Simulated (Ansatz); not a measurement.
# MgGe2 (C2/m) in Ansatz: a series of runs, part 2 of 2

Ansatz 0.2.0. Earlier steps stand in the parts before.

### 3 Band structure, PBEsol, 20.45 Å³/atom

File input.yaml:

```yaml
crystal:
  lattice:
    - [5.53998346, -1.90506085, 0.0]
    - [5.50298654, 1.79463115, 0.0]
    - [-3.217625, 0.03217625, 6.007774]
  atoms:
    - { symbol: Ge, position: [0.529234, 0.529234, 0.293621] }
    - { symbol: Ge, position: [0.470766, 0.470766, 0.706379] }
    - { symbol: Ge, position: [0.88039, 0.88039, 0.98544] }
    - { symbol: Ge, position: [0.11961, 0.11961, 0.01456] }
    - { symbol: Mg, position: [0.815286, 0.815286, 0.349253] }
    - { symbol: Mg, position: [0.184714, 0.184714, 0.650747] }
hamiltonian:
  xc: pbesol
  pseudopotentials: { kind: paw }
kpoints:
  mp_grid: { grid: [7, 7, 4] }
  band_path:
    path:
      - [[0.0, 0.0, -0.5], [0.0, 0.0, 0.0], [0.5, 0.0, 0.0]]
      - [[0.5, 0.0, -0.5], [0.0, 0.0, 0.0], [-0.5, -0.5, 0.5]]
      - [[-0.5, -0.5, 0.0], [0.0, 0.0, 0.0], [0.0, -0.5, 0.5]]
      - [[0.0, -0.5, 0.0], [0.0, 0.0, 0.0]]
    npoints: 14
scf:
  occupations: { method: fermi_dirac, width: 0.05 }
  n_extra_bands: 15
output:
  forces: true
  stress: true
  eigenvalues: true
  fatbands: false
```

Potentials or basis: Ansatz PAW.

Launch:

```console
$ ansatz run input.yaml --threads 2 --pin off --max-ram 5632MiB --backend cpu --events-out ev --progress --plain --runs-dir out
```

It took 21 s on 2 threads of Intel Xeon Platinum 8259CL at 2.50GHz (Skylake/Cascade Lake), shared host; peak memory 0.77 GiB.

It converged, with:

| Quantity | Value |
| --- | --- |
| Free energy | -20837.9875 eV |
| Pressure | -2.8 GPa |
| Largest force | 0.192 eV/Å |
| Band gap on the k mesh | none (metal or under the smearing width) |

Caveat: the PAW data sets come from PBE, with cores solved anew for the run's functional, which leaves a small shift of forces and pressure.

### 4 Band structure, PBEsol

Changes to input.yaml since step 3:

```diff
@@ -2,5 +2,5 @@
   lattice:
-    - [5.53998346, -1.90506085, 0.0]
-    - [5.50298654, 1.79463115, 0.0]
-    - [-3.217625, 0.03217625, 6.007774]
+    - [5.521485, -1.849846, 0.0]
+    - [5.521485, 1.849846, 0.0]
+    - [-3.217625, 0.0, 6.007774]
   atoms:
@@ -16,3 +16,3 @@
 kpoints:
-  mp_grid: { grid: [7, 7, 4] }
+  mp_grid: { grid: [8, 8, 5] }
   band_path:
@@ -31,2 +31,2 @@
   eigenvalues: true
-  fatbands: false
+  fatbands: true
```

Potentials or basis: Ansatz PAW.

Launch:

```console
$ ansatz run input.yaml --threads 2 --pin off --max-ram 5632MiB --backend cpu --events-out ev --progress --plain --runs-dir out
```

What it wrote:

```text
Warning: RAYON_NUM_THREADS=2 ignored (pool sized by the plan → 2); use --threads N
scf.n_extra_bands = 15 over 38 filled bands (N_el = 76.0): the run solves 53 bands
Engine: ansatz 0.2.0, x86_64-unknown-linux-gnu
Pseudopotentials: kind: paw
Pseudopotential: Ge, paw, valence charge 14, recommended cutoff 420 eV (normal), Ge.paw.azcp
Pseudopotential: Mg, paw, valence charge 10, recommended cutoff 420 eV (normal), Mg.paw.azcp
Functional definition: PBEsol
[... 57 lines left out ...]
  atom   5  Mg    -0.00696571    -0.00000000    -0.01491430
  atom   6  Mg     0.00696571     0.00000000     0.01491430
  max |Σ_I F_I| component: 8.67e-19 eV/Å
--- Stress (GPa, compression-positive) ---
       -2.763241       0.000000       0.012843
        0.000000      -2.143650      -0.000000
        0.012843      -0.000000      -3.182635
  P = ⅓ Tr σ = -2.6965 GPa (-26.965 kbar)
--- Band table (eV; the first three rows and the last of 93) ---
  k-point 0: bands = ["-67.2831", "-67.2828", "-34.2309", "-34.2284", "-34.2282", "-34.2275", "-34.2176", "-34.2154", "-15.8726", "-15.8717", "-15.8670", "-15.8443", "-15.8365", "-15.8324", "-15.8152", "-15.8060", "-15.7987", "-15.7986", "-15.7838", "-15.7705", "-15.7665", "-15.7463", "-15.7433", "-15.7320", "-15.7126", "-15.6992", "-15.6967", "-15.6715", "-3.3271", "-0.0388", "1.2438", "1.9911", "3.9258", "5.1557", "5.5836", "7.9572", "8.8110", "9.7448", "9.7692", "11.0501", "11.2154", "11.3193", "12.1147", "12.5664", "13.4132", "14.0389", "14.5936", "15.4989", "15.5941", "16.7418", "16.9311", "17.2342", "17.2349"]
  k-point 1: bands = ["-67.2831", "-67.2828", "-34.2309", "-34.2284", "-34.2282", "-34.2275", "-34.2176", "-34.2154", "-15.8734", "-15.8710", "-15.8661", "-15.8444", "-15.8347", "-15.8315", "-15.8170", "-15.8072", "-15.8035", "-15.8002", "-15.7790", "-15.7696", "-15.7655", "-15.7463", "-15.7437", "-15.7319", "-15.7125", "-15.6992", "-15.6969", "-15.6718", "-3.2332", "-0.5817", "1.5154", "2.1910", "3.9354", "5.5602", "6.0738", "7.8269", "8.0013", "9.5195", "9.5213", "10.7280", "11.0878", "11.5021", "12.3572", "12.6425", "12.7944", "13.9182", "14.9827", "15.5576", "15.8105", "16.1229", "17.1130", "17.8612", "18.1039"]
  k-point 2: bands = ["-67.2831", "-67.2828", "-34.2308", "-34.2284", "-34.2283", "-34.2275", "-34.2176", "-34.2154", "-15.8742", "-15.8704", "-15.8646", "-15.8427", "-15.8339", "-15.8301", "-15.8191", "-15.8102", "-15.8081", "-15.8028", "-15.7729", "-15.7690", "-15.7640", "-15.7463", "-15.7444", "-15.7317", "-15.7124", "-15.6992", "-15.6972", "-15.6723", "-3.0388", "-1.2050", "1.5287", "2.5053", "4.4591", "6.3072", "6.5615", "7.2336", "8.0963", "8.5048", "9.1834", "9.3649", "11.1167", "11.2840", "11.9924", "13.3346", "13.4669", "14.1765", "14.6967", "15.2587", "16.0635", "16.4347", "16.9255", "17.8673", "18.3539"]
  k-point 92: bands = ["-67.2830", "-67.2829", "-34.2310", "-34.2285", "-34.2281", "-34.2273", "-34.2174", "-34.2156", "-15.8749", "-15.8711", "-15.8641", "-15.8423", "-15.8333", "-15.8330", "-15.8169", "-15.8107", "-15.8058", "-15.8031", "-15.7712", "-15.7697", "-15.7681", "-15.7459", "-15.7379", "-15.7335", "-15.7142", "-15.6992", "-15.6951", "-15.6748", "-2.6890", "-1.3935", "0.6588", "2.7157", "3.7543", "5.6379", "7.7247", "7.9271", "9.1204", "9.4176", "9.6259", "10.0645", "11.4645", "11.9106", "11.9528", "12.8837", "13.1436", "13.6871", "14.1096", "14.9826", "15.9374", "16.4006", "16.8484", "17.0745", "17.5967"]
```

bands.tsv:

```text
# k_distance	band_0	band_1	band_2	band_3	band_4	band_5	band_6	band_7	band_8	band_9	band_10	band_11	band_12	band_13	band_14	band_15	band_16	band_17	band_18	band_19	band_20	band_21	band_22	band_23	band_24	band_25	band_26	band_27	band_28	band_29	band_30	band_31	band_32	band_33	band_34	band_35	band_36	band_37	band_38	band_39	band_40	band_41	band_42	band_43	band_44	band_45	band_46	band_47	band_48	band_49	band_50	band_51	band_52
[... 122 lines left out ...]
5.532905	-75.913334	-75.913068	-42.861120	-42.858593	-42.858397	-42.857705	-42.847853	-42.845629	-24.502840	-24.501943	-24.497278	-24.474537	-24.466736	-24.462586	-24.445458	-24.436220	-24.428890	-24.428857	-24.414033	-24.400721	-24.396735	-24.376527	-24.373507	-24.362211	-24.342872	-24.329459	-24.326918	-24.301747	-11.957336	-8.669036	-7.386451	-6.639104	-4.704420	-3.474549	-3.046631	-0.673004	0.180784	1.114614	1.138966	2.419897	2.585175	2.689110	3.484509	3.936147	4.782958	5.408664	5.963375	6.868694	6.963880	8.111593	8.300834	8.604019	8.604644
```

Run time: 20 s. Hardware: 2 threads of AMD EPYC 7R43 (Zen 3), shared host; peak memory 0.75 GiB.

Results:

| Property | Result |
| --- | --- |
| Free energy | -20837.9715 eV |
| Pressure | -2.7 GPa |
| Largest force | 0.157 eV/Å |
| Band gap on the k mesh | none (metal or under the smearing width) |

Forces in eV/Å, atoms in the order of the input:
```
Ge  -0.138  0.000 -0.074
Ge   0.138  0.000  0.074
Ge   0.107  0.000  0.089
Ge  -0.107  0.000 -0.089
Mg  -0.007  0.000 -0.015
Mg   0.007  0.000  0.015
```

Levels at the corners of the path, in eV from the Fermi level:
```tsv
point	band 33	band 34	band 35	band 36	band 37	band 38	band 39	band 40	band 41	band 42
X	-3.94	-2.62	-1.70	-1.24	-0.51	-0.32	0.29	0.50	2.45	2.70
Γ	-4.70	-3.47	-3.05	-0.67	0.18	1.11	1.14	2.42	2.59	2.69
Y	-4.20	-4.00	-3.72	-3.06	-1.30	-1.22	-0.52	0.50	1.76	2.53
L	-4.82	-3.83	-2.39	-1.52	-0.97	-0.90	-0.75	-0.27	0.66	1.43
Γ	-4.70	-3.47	-3.05	-0.67	0.18	1.11	1.14	2.42	2.59	2.69
Z	-4.87	-3.32	-0.86	-0.66	0.53	0.69	1.10	1.34	3.12	3.27
N	-2.95	-2.09	-1.20	-1.08	0.39	0.48	1.13	1.75	2.80	3.14
Γ	-4.70	-3.47	-3.05	-0.67	0.18	1.11	1.14	2.42	2.59	2.69
M	-4.82	-3.83	-2.39	-1.52	-0.97	-0.90	-0.75	-0.27	0.66	1.43
R	-4.20	-4.00	-3.72	-3.06	-1.30	-1.22	-0.52	0.50	1.76	2.53
Γ	-4.70	-3.47	-3.05	-0.67	0.18	1.11	1.14	2.42	2.59	2.69
```

Caveat: the PAW data sets come from PBE, with cores solved anew for the run's functional, which leaves a small shift of forces and pressure.

### 5 Band structure, PBEsol, spin-orbit coupling, no magnetisation

Changes to input.yaml since step 4:

```diff
@@ -14,3 +14,6 @@
   xc: pbesol
-  pseudopotentials: { kind: paw }
+  pseudopotentials: { kind: paw_fr }
+magnetization:
+  noncollinear: true
+  spin_orbit: true
 kpoints:
@@ -31,2 +34,6 @@
   eigenvalues: true
-  fatbands: true
+  fatbands: false
+  write_density: true
+  write_potential: true
+  elf: true
+  volumetric_format: npy
```

Launch:

```console
$ ansatz run input.yaml --threads 2 --pin off --max-ram 5632MiB --backend cpu --events-out ev --progress --plain --runs-dir out
```

Wall time 3.7 min (2 threads of AMD EPYC 7R43 (Zen 3), shared host); peak memory 2.1 GiB.

Results (log left out):

| Property | Result |
| --- | --- |
| Free energy | -20838.4276 eV |
| Pressure | -2.7 GPa |
| Largest force | 0.156 eV/Å |
| Band gap on the k mesh | none (metal or under the smearing width) |

Forces in eV/Å, atoms in the order of the input:
```
Ge  -0.139  0.000 -0.073
Ge   0.139  0.000  0.073
Ge   0.109  0.000  0.090
Ge  -0.109  0.000 -0.090
Mg  -0.007  0.000 -0.015
Mg   0.007  0.000  0.015
```

Stress tensor (GPa, compression positive):
```
-2.78  0.00  0.01
 0.00 -2.15  0.00
 0.01  0.00 -3.19
```

Levels at the corners of the path, in eV from the Fermi level:
| point | band 71 | band 72 | band 73 | band 74 | band 75 | band 76 | band 77 | band 78 |
| --- | --- | --- | --- | --- | --- | --- | --- | --- |
| X | -1.24 | -1.24 | -0.51 | -0.51 | -0.32 | -0.32 | 0.29 | 0.29 |
| Γ | -0.68 | -0.68 | 0.18 | 0.18 | 1.11 | 1.11 | 1.14 | 1.14 |
| Y | -3.06 | -3.06 | -1.30 | -1.30 | -1.22 | -1.22 | -0.52 | -0.52 |
| L | -1.53 | -1.53 | -0.96 | -0.96 | -0.90 | -0.90 | -0.75 | -0.75 |
| Γ | -0.68 | -0.68 | 0.18 | 0.18 | 1.11 | 1.11 | 1.14 | 1.14 |
| Z | -0.67 | -0.67 | 0.53 | 0.53 | 0.69 | 0.69 | 1.10 | 1.10 |
| N | -1.08 | -1.08 | 0.39 | 0.39 | 0.48 | 0.48 | 1.14 | 1.14 |
| Γ | -0.68 | -0.68 | 0.18 | 0.18 | 1.11 | 1.11 | 1.14 | 1.14 |
| M | -1.53 | -1.53 | -0.96 | -0.96 | -0.90 | -0.90 | -0.75 | -0.75 |
| R | -3.06 | -3.06 | -1.30 | -1.30 | -1.22 | -1.22 | -0.52 | -0.52 |
| Γ | -0.68 | -0.68 | 0.18 | 0.18 | 1.11 | 1.11 | 1.14 | 1.14 |

Caveat: the PAW data sets come from PBE, with cores solved anew for the run's functional, which leaves a small shift of forces and pressure.
